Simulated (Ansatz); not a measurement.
# W (diamond type): how the settings move a single-point run

Aim: see which settings change the result for W (diamond type), by how much, and at what cost.

Method: reference: DFT, PBEsol, all-electron LAPW, scalar-relativistic, in Ansatz 0.2.0.

4 further runs of the same task are left out: 4 that didn't finish. Runs told in other sessions of the task aren't counted.

### Step 1. Starting point

Symmetry: R-3m, No. 166, trigonal system. The conventional cell has a = 3.850 Å, b = 3.850 Å, c = 9.431 Å, α = 90.00°, β = 90.00°, γ = 120.00°. W (site symmetry 3m) has 1 W at 2.07 Å in its first shell of neighbours.

Structure file:

```
W
1.0
     0.00000    2.72259    2.72259
     2.72259    0.00000    2.72259
     2.72259    2.72259    0.00000
W
2
Direct
  0.83000 0.89000 0.89000
  0.17000 0.11000 0.11000
```

### Step 2. Baseline

input.yaml reads:

```yaml
crystal:
  lattice:
    - [0.0, 2.7225927735, 2.7225927735]
    - [2.7225927735, 0.0, 2.7225927735]
    - [2.7225927735, 2.7225927735, 0.0]
  atoms:
    - { symbol: W, position: [-0.17, -0.11, -0.11] }
    - { symbol: W, position: [0.17, 0.11, 0.11] }
kpoints:
  mp_grid: { grid: [10, 10, 10] }
scf:
  occupations: { method: fermi_dirac, width: 0.05 }
hamiltonian:
  xc: pbesol
  pseudopotentials: { kind: all_electron, lapw: { basis_error: 0.001 } }
output:
  forces: true
  stress: true
  eigenvalues: true
  populations: true
```

On the command line:

```sh
$ ansatz run input.yaml --threads 1 --pin off --max-ram 2048MiB --backend cpu --events-out ev --progress --plain --runs-dir out
```

### Step 3. Changed: dr2_threshold 1.0e-08, lower_state_search standard

Changes to input.yaml since step 2:

```diff
@@ -12,2 +12,4 @@
   occupations: { method: fermi_dirac, width: 0.05 }
+  convergence: { dr2_threshold: 1.0e-08 }
+  lower_state_search: standard
 hamiltonian:
```

Before running it: what results should come out? Wanted: for each run, ending; energy change; pressure; gap; force.

The runs gave:

| run | ending | energy change | pressure (GPa) | gap (eV) | force (eV/Å) | cycles | time |
| --- | --- | --- | --- | --- | --- | --- | --- |
| reference | converged | 0 | 34.3 | 0.00 | 6.12 | 8 | 96 s |
| 1: dr2_threshold 1.0e-08, lower_state_search standard | converged | 0.0 meV/atom | 34.3 | 0.00 | 6.12 | 8 | 1.8 min |

Residual by cycle in the longest SCF loop of each run; runs are numbered as in the table. The quantity is the density residual dr2, in eV.

```csv
cycle,reference,run 1
1,1.45,1.45
2,0.292,0.292
3,0.0166,0.0166
4,0.00333,0.00333
5,1.4e-4,1.4e-4
6,1.2e-5,1.2e-5
7,3.4e-7,3.4e-7
8,5.9e-9,5.9e-9
```

**Reading.** The changed input (convergence setting and search for lower states) leaves the energy the same to the digits printed. The structure is not at rest: the sound run finds 34 GPa, so these are no properties of the relaxed crystal. 
